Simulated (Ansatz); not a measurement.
# C5H13In: a ladder of functionals and wavefunction methods

Aim: compute C5H13In with functionals from several rungs and with coupled cluster, and see how far each lands from CCSD(T) at the basis-set limit for the atomisation energy.

Program: Ansatz 0.2.0, Gaussian basis. Level of theory: functionals in def2-TZVPP, the program's frozen cores in correlated methods. These are calculated values, not measurements.

Levels to be run: LDA (SPW92), PBE-D4, revPBE-D4, BLYP-D4, r2SCAN-D4, B97M-V, PBE0-D4, B3LYP-D4, r2SCANh-D4, r2SCAN0-D4, HSE06-D4, BHLYP-D4, CAM-B3LYP-D4, LC-ωPBE, ωB97X-V, ωB97M-V, B2PLYP, PBE-QIDH; CCSD(T)/def2-SVP; CCSD(T)/def2-TZVPP; MP2/def2-QZVPP; extrapolation to the limit; RPA on PBE.

### Step 1. The geometry

An earlier PBE0-D4 in a triple-zeta def2 set relaxation fixed the geometry. In takes the def2 core potential; no spin-orbit term is included.

SMILES `C[CH2][InH][CH](C)C`, 19 atoms, charge 0, spin multiplicity 1.

Atoms are counted from 1 here; the program's logs count them from 0.

Bond lengths: C1–C2 1.523 Å, C1–H7 1.093 Å, C1–H8 1.096 Å, C1–H9 1.093 Å, C2–In3 2.173 Å, C2–H10 1.095 Å, C2–H11 1.096 Å, In3–C4 2.188 Å, In3–H12 1.745 Å, C4–C5 1.522 Å, C4–C6 1.524 Å, C4–H13 1.098 Å, C5–H14 1.092 Å, C5–H15 1.095 Å, C5–H16 1.098 Å, C6–H17 1.093 Å, C6–H18 1.095 Å, C6–H19 1.098 Å. Angles: C2–C1–H7 111.9°, C2–C1–H8 111.8°, C2–C1–H9 111.9°, H7–C1–H8 107.1°, H7–C1–H9 106.8°, H8–C1–H9 106.9°, C1–C2–In3 117.0°, C1–C2–H10 110.9°, C1–C2–H11 110.7°, In3–C2–H10 106.3°, In3–C2–H11 106.0°, H10–C2–H11 105.2°, C2–In3–C4 124.6°, C2–In3–H12 118.2°, C4–In3–H12 117.2°, In3–C4–C5 113.9°, In3–C4–C6 111.0°, In3–C4–H13 103.7° and more.

### Step 2. LDA

This LDA is Slater exchange with PW92 correlation.

Contents of in.yaml:

```yaml
crystal:
  periodic: [false, false, false]
  atoms:
    - {symbol: C, position_ang: [1.044137, -1.626989, -1.899533]}
    - {symbol: C, position_ang: [1.839352, -1.527994, -0.604913]}
    - {symbol: In, position_ang: [1.202590, -0.025296, 0.830528]}
    - {symbol: C, position_ang: [-0.581563, 1.222865, 0.614261]}
    - {symbol: C, position_ang: [-1.535095, 0.753227, -0.475472]}
    - {symbol: C, position_ang: [-1.297661, 1.385996, 1.949406]}
    - {symbol: H, position_ang: [-0.007279, -1.861726, -1.716053]}
    - {symbol: H, position_ang: [1.437552, -2.407108, -2.560831]}
    - {symbol: H, position_ang: [1.064868, -0.690814, -2.463989]}
    - {symbol: H, position_ang: [2.896233, -1.327933, -0.810570]}
    - {symbol: H, position_ang: [1.827410, -2.483351, -0.068571]}
    - {symbol: H, position_ang: [2.171648, 0.208817, 2.262827]}
    - {symbol: H, position_ang: [-0.180664, 2.203014, 0.323803]}
    - {symbol: H, position_ang: [-1.055533, 0.699713, -1.455615]}
    - {symbol: H, position_ang: [-1.940802, -0.240379, -0.259214]}
    - {symbol: H, position_ang: [-2.394438, 1.431271, -0.566103]}
    - {symbol: H, position_ang: [-0.636551, 1.766714, 2.732231]}
    - {symbol: H, position_ang: [-1.712383, 0.437047, 2.305944]}
    - {symbol: H, position_ang: [-2.141829, 2.082908, 1.861866]}
basis:
  gaussian: {orbitals: def2-TZVPP}
hamiltonian: {xc: lda}
output: {orbitals: {seedname: orbitals}}
```

Launch:

```
> ansatz run in.yaml --threads 2 --pin off --events-out ev --progress --plain --max-ram 22528MiB --backend cuda --devices 0, --max-vram 18GiB
```

Further steps of the session: PBE-D4 (GGA); revPBE-D4 (GGA); BLYP-D4 (GGA); r2SCAN-D4 (meta-GGA); B97M-V (meta-GGA); B3LYP-D4 (hybrid); r2SCANh-D4 (hybrid); r2SCAN0-D4 (hybrid); HSE06-D4 (hybrid); BHLYP-D4 (hybrid); CAM-B3LYP-D4 (range-separated); LC-ωPBE (range-separated); ωB97X-V (range-separated); ωB97M-V (range-separated); B2PLYP (double hybrid); PBE-QIDH (double hybrid); CCSD(T) in def2-SVP; CCSD(T) in def2-TZVPP; MP2 in def2-QZVPP; RPA on PBE orbitals.

**Question.** What will the summary of the whole plan be? Wanted: atomisation energy, CCSD(T)/CBS; farthest beyond LDA; mean size of error, GGA; mean size of error, meta-GGA; mean size of error, hybrid; mean size of error, range-separated; mean size of error, double hybrid; gap, smallest and largest; T1 diagnostic.

As calculated:

```
                                quantity                                                                                                                                 value
         atomisation energy, CCSD(T)/CBS                                                                                                                       1652.4 kcal/mol
functionals within 16.5 kcal/mol (1.0 %)  revPBE-D4, r2SCAN-D4, B97M-V, PBE0-D4, B3LYP-D4, r2SCANh-D4, r2SCAN0-D4, HSE06-D4, CAM-B3LYP-D4, LC-ωPBE, ωB97X-V, ωB97M-V, PBE-QIDH
                     farthest beyond LDA                                                                                                             BHLYP-D4 (-36.2 kcal/mol)
                 mean size of error, GGA                                                                                                                         17.2 kcal/mol
            mean size of error, meta-GGA                                                                                                                          0.8 kcal/mol
              mean size of error, hybrid                                                                                                                         11.4 kcal/mol
     mean size of error, range-separated                                                                                                                          2.2 kcal/mol
       mean size of error, double hybrid                                                                                                                         13.8 kcal/mol
               gap, smallest and largest                                                                                              3.20 eV (LDA (SPW92)), 9.57 eV (LC-ωPBE)
                           T1 diagnostic                                                                                                                                0.0111
 triples share of the correlation energy                                                                                                                                 3.6 %
```

The LDA atomisation energy is off by 209.7 kcal/mol (13 %): it overbinds. PBE-D4 is off by +18.3 kcal/mol. Double hybrids carry the basis error of their MP2 part in triple zeta, and no dispersion term here, so their miss is partly the set-up's. The rungs meta-GGA, range-separated, hybrid, double hybrid miss on average by less than the doubt on the reference (16.5 kcal/mol), so they tie. Misses under about 16.5 kcal/mol are within the doubt on the reference itself, which lacks core-valence correlation, spin-orbit coupling and higher excitations, and its outer-core shells are covered unevenly. All levels share the lack of spin-orbit coupling, which lowers the free heavy atoms and so the true binding. Hartree-Fock recovers 75 % of the binding; the rest is correlation. CCSD(T) in def2-SVP is off by -68.0 kcal/mol, which most functionals beat. Orbital gaps span 3.2 to 9.6 eV; exact exchange widens them. Correlated methods include outer-core shells of In, which these sets cover unevenly.
